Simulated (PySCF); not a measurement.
**Changing the system itself: PtH3⁺ (quintet)**

How does PtH3⁺ (quintet) answer to another spin, charge, distance or environment?

Computed with PySCF 2.14.0. Level: each script names its method and basis.

2 further runs of the same task are left out: 2 that didn't finish.

## Step 1: The system as given

PtH3⁺ (quintet): 4 atoms, charge 1, spin multiplicity 5.

Bond lengths: Pt1–H2 1.650 Å, Pt1–H3 1.650 Å. Angles: H2–Pt1–H3 148.8°.

## Step 2: The run that the others are compared with

Input file input.py:

```python
from pyscf import gto, scf, mcscf

mol = gto.M(
    atom='Pt 0.0055 0.0089 0; H 1.6007 -0.4122 0; H -1.1419 1.1953 0; H -1.5254 -2.5085 0',
    basis='lanl2dz',
    ecp={'Pt': 'lanl2dz'},
    charge=1,
    spin=4,
    verbose=4,
)
mf = scf.ROHF(mol)
mf.level_shift = 0.3
mf = mf.newton()
mf.kernel()
mc = mcscf.CASCI(mf, 6, 4)
mc.kernel()
mc.analyze()
mf.dip_moment()
print('orbital energies (hartree):', mf.mo_energy[..., max(0, mol.nelec[1]-3):mol.nelec[0]+3].round(4))
```

Run with:

```bash
$ OMP_NUM_THREADS=1 python input.py
```

The log of this run is left out.

In short: E(SCF) = -119.486215 Eh, 5 macro-iterations, E(CAS) − E(SCF) = 0.00000 Eh.

The dipole of an ion depends on the origin. No search for the lowest state was made; open d or f shells can end in a higher solution. The quintet is typed in the script; nothing here shows that it is the ground state.

## Step 3: Lengths in bohr

Run 1 changes length unit: angstrom → bohr.

Input file input.py:

```python
from pyscf import gto, scf, mcscf

mol = gto.M(
    atom='Pt 0.0055 0.0089 0; H 1.6007 -0.4122 0; H -1.1419 1.1953 0; H -1.5254 -2.5085 0',
    basis='lanl2dz',
    ecp={'Pt': 'lanl2dz'},
    charge=1,
    spin=4,
    unit='bohr',
    verbose=4,
)
mf = scf.ROHF(mol)
mf.level_shift = 0.3
mf = mf.newton()
mf.kernel()
mc = mcscf.CASCI(mf, 6, 4)
mc.kernel()
mc.analyze()
mf.dip_moment()
print('orbital energies (hartree):', mf.mo_energy[..., max(0, mol.nelec[1]-3):mol.nelec[0]+3].round(4))
```

Run with:

```bash
$ OMP_NUM_THREADS=1 python input.py
```

## Step 4: Charge +3

Run 2 changes charge: 1 → 3; active space: 4 electrons in 6 orbitals → 4 electrons in 5 orbitals.

input.py: that of step 2 with these lines changed.

```diff
@@ -6,3 +6,3 @@
     ecp={'Pt': 'lanl2dz'},
-    charge=1,
+    charge=3,
     spin=4,
@@ -14,3 +14,3 @@
 mf.kernel()
-mc = mcscf.CASCI(mf, 6, 4)
+mc = mcscf.CASCI(mf, 5, 4)
 mc.kernel()
```

## Step 5: Coordinates × 1.07

Run 3 changes geometry: coordinates × 1 → coordinates × 1.07.

input.py: that of step 2 with these lines changed.

```diff
@@ -3,3 +3,3 @@
 mol = gto.M(
-    atom='Pt 0.0055 0.0089 0; H 1.6007 -0.4122 0; H -1.1419 1.1953 0; H -1.5254 -2.5085 0',
+    atom='Pt 0.0059 0.0095 0; H 1.7127 -0.4411 0; H -1.2218 1.279 0; H -1.6322 -2.6841 0',
     basis='lanl2dz',
```

Q: Predict the outcome of this session. Wanted: for each run, E(SCF); from base; after the SCF.

**Answer**, as computed:

| run | E(SCF) (hartree) | from base (eV) | cycles | after the SCF |
| --- | --- | --- | --- | --- |
| base | -119.486215 | 0 | 5 macro | CASCI correlation 0.000 eV (this space leaves nothing to correlate) |
| lengths in bohr (poor choice) | -117.948475 | not comparable | 4 macro | CASCI correlation 0.000 eV (this space leaves nothing to correlate) |
| charge +3 | -117.958131 | +41.5813 | 7 macro | CASCI correlation 0.000 eV (this space leaves nothing to correlate) |
| coordinates × 1.07 | -119.484800 | +0.0385 | 6 macro | CASCI correlation 0.000 eV (this space leaves nothing to correlate) |

In words: Rows marked «poor choice» come from settings spoiled on purpose.
